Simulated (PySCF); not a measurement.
# HfBr4: fields and orbitals

For HfBr4, the scripts below analyse its density (charges, bond critical points, surface potential), see where an electron leaves and enters and measure its response to a uniform field.

Computed with PySCF 2.14.0. Level: levels as typed in each script, gas phase, geometry from GFN2-xTB.

## Step 1: The system as given

SMILES `Br[Hf](Br)(Br)Br`, 5 atoms, charge 0, spin multiplicity 1.

Bond lengths: Br1–Hf2 2.492 Å, Hf2–Br3 2.493 Å, Hf2–Br4 2.492 Å, Hf2–Br5 2.493 Å. Angles: Br1–Hf2–Br3 109.4°, Br1–Hf2–Br4 109.5°, Br1–Hf2–Br5 109.5°, Br3–Hf2–Br4 109.5°, Br3–Hf2–Br5 109.4°, Br4–Hf2–Br5 109.5°.

Geometry (Å):

```xyz
5

Br    1.4392   -1.0292   -1.7548
Hf   -0.0001   -0.0005   -0.0001
Br    1.4393    1.0296    1.7550
Br   -1.4392   -1.7550    1.0292
Br   -1.4391    1.7556   -1.0291
```

## Step 2: Density, bond paths and surface potential (wB97X/def2-tzvp)

The input, input.py:

```python
import numpy as np
from pyscf import gto, scf, dft
from pyscf.scf import atom_ks, atom_hf
from scipy.linalg import block_diag

def solve(mol, dm0=None, hcore=None):
    mf = (dft.UKS if mol.spin else dft.RKS)(mol, xc='wb97x')
    mf.grids.level = 3
    mf = mf.density_fit(auxbasis='def2-universal-jkfit')
    mf.conv_tol, mf.max_cycle = 1e-8, 80
    if hcore is not None:
        mf.get_hcore = lambda *args: hcore
    mf.kernel(dm0)
    if not mf.converged:
        mf = mf.newton().run(mf.mo_coeff, mf.mo_occ, max_cycle=30)
    assert mf.converged, 'SCF not converged'
    return mf

mol = gto.M(atom='''
Br     1.43924    -1.02922    -1.75483
Hf    -0.00011    -0.00049    -0.00014
Br     1.43935     1.02961     1.75496
Br    -1.43925    -1.75501     1.02925
Br    -1.43912     1.75562    -1.02909
''', basis='def2-tzvp', ecp={'Hf': 'def2-tzvp'}, charge=0, spin=0, verbose=4)
mf = solve(mol)
mf.analyze()
# spherically averaged free atoms, for the promolecule
atom_ks.AtomSphAverageRKS.init_guess_by_vsap = lambda self, mol=None: self.init_guess_by_minao(mol)  # core potentials
atm = atom_ks.get_atm_nrks(mol, xc='wb97x')
pro = block_diag(*[(atm[a[0]][2] * atm[a[0]][3]) @ atm[a[0]][2].T for a in mol._atom])
np.savez('result.npz', e=mf.e_tot, c=mf.mo_coeff, occ=mf.mo_occ, eps=mf.mo_energy, pro=pro, dip=mf.dip_moment(verbose=0), s2=mf.spin_square()[0])
```

Started as:

```sh
OMP_NUM_THREADS=1 python input.py
```

## Step 4: Removing and adding an electron (wB97X/def2-tzvp)

Changes to input.py since step 2:

```diff
@@ -26,3 +26,12 @@
 mf = solve(mol)
-mf.analyze()
+out = dict(e0=mf.e_tot, dm0=mf.make_rdm1(), c=mf.mo_coeff, occ=mf.mo_occ, eps=mf.mo_energy)
+for name, dq, spin in [('cation', 1, 1)]:
+    ion = mol.copy().set(charge=mol.charge + dq, spin=spin).build()
+    mi = solve(ion)
+    if spin and dq > 0 and mol.nao < 130:
+        c, _, stable, _ = mi.stability(return_status=True)
+        if not stable:
+            mi = solve(ion, mi.make_rdm1(c, mi.mo_occ))
+    print(name, 'vertical energy change / eV', (mi.e_tot - mf.e_tot) * 27.211386)
+    out.update({'e_' + name: mi.e_tot, 'dm_' + name: mi.make_rdm1(), 's2_' + name: mi.spin_square()[0], 'eps_' + name: mi.mo_energy, 'occ_' + name: mi.mo_occ})
 # spherically averaged free atoms, for the promolecule
@@ -31,2 +40,2 @@
 pro = block_diag(*[(atm[a[0]][2] * atm[a[0]][3]) @ atm[a[0]][2].T for a in mol._atom])
-np.savez('result.npz', e=mf.e_tot, c=mf.mo_coeff, occ=mf.mo_occ, eps=mf.mo_energy, pro=pro, dip=mf.dip_moment(verbose=0), s2=mf.spin_square()[0])
+np.savez('result.npz', pro=pro, **out)
```

## Step 5: Response to an electric field (wB97X/def2-tzvp)

Changes to input.py since step 4:

```diff
@@ -25,13 +25,10 @@
 ''', basis='def2-tzvp', ecp={'Hf': 'def2-tzvp'}, charge=0, spin=0, verbose=4)
+field = np.array([0.004, 0.0, 0.0])  # atomic units
+mol.set_common_orig(mol.atom_charges() @ mol.atom_coords() / mol.atom_charges().sum())
 mf = solve(mol)
-out = dict(e0=mf.e_tot, dm0=mf.make_rdm1(), c=mf.mo_coeff, occ=mf.mo_occ, eps=mf.mo_energy)
-for name, dq, spin in [('cation', 1, 1)]:
-    ion = mol.copy().set(charge=mol.charge + dq, spin=spin).build()
-    mi = solve(ion)
-    if spin and dq > 0 and mol.nao < 130:
-        c, _, stable, _ = mi.stability(return_status=True)
-        if not stable:
-            mi = solve(ion, mi.make_rdm1(c, mi.mo_occ))
-    print(name, 'vertical energy change / eV', (mi.e_tot - mf.e_tot) * 27.211386)
-    out.update({'e_' + name: mi.e_tot, 'dm_' + name: mi.make_rdm1(), 's2_' + name: mi.spin_square()[0], 'eps_' + name: mi.mo_energy, 'occ_' + name: mi.mo_occ})
+out = dict(dm0=mf.make_rdm1(), d0=mf.dip_moment(unit='AU'), e0=mf.e_tot)
+for name, sign in (('p', 1), ('m', -1)):
+    h = mf.get_hcore() + sign * np.einsum('x,xij->ij', field, mol.intor('int1e_r'))
+    mi = solve(mol, mf.make_rdm1(), h)
+    out.update({'dm' + name: mi.make_rdm1(), 'd' + name: mi.dip_moment(unit='AU'), 'e' + name: mi.e_tot})
 # spherically averaged free atoms, for the promolecule
```

(Steps that only read results are left out.)

What does the calculation give? Wanted: dipole moment; HOMO, LUMO; polarisability along the field.

**Answer**, as computed:

```
                                        quantity             value
                 dipole moment (wB97X/def2-tzvp)            0.01 D
                    HOMO, LUMO (wB97X/def2-tzvp)  -11.17, -0.47 eV
polarisability along the field (wB97X/def2-tzvp)       119.0 bohr³
```

What this shows: At wB97X/def2-tzvp: The highest Hirshfeld charge is on Hf2 (+0.59 e), the lowest on Br1, Br3, Br4 and Br5 (−0.15 e). The geometry was not optimised at these levels.
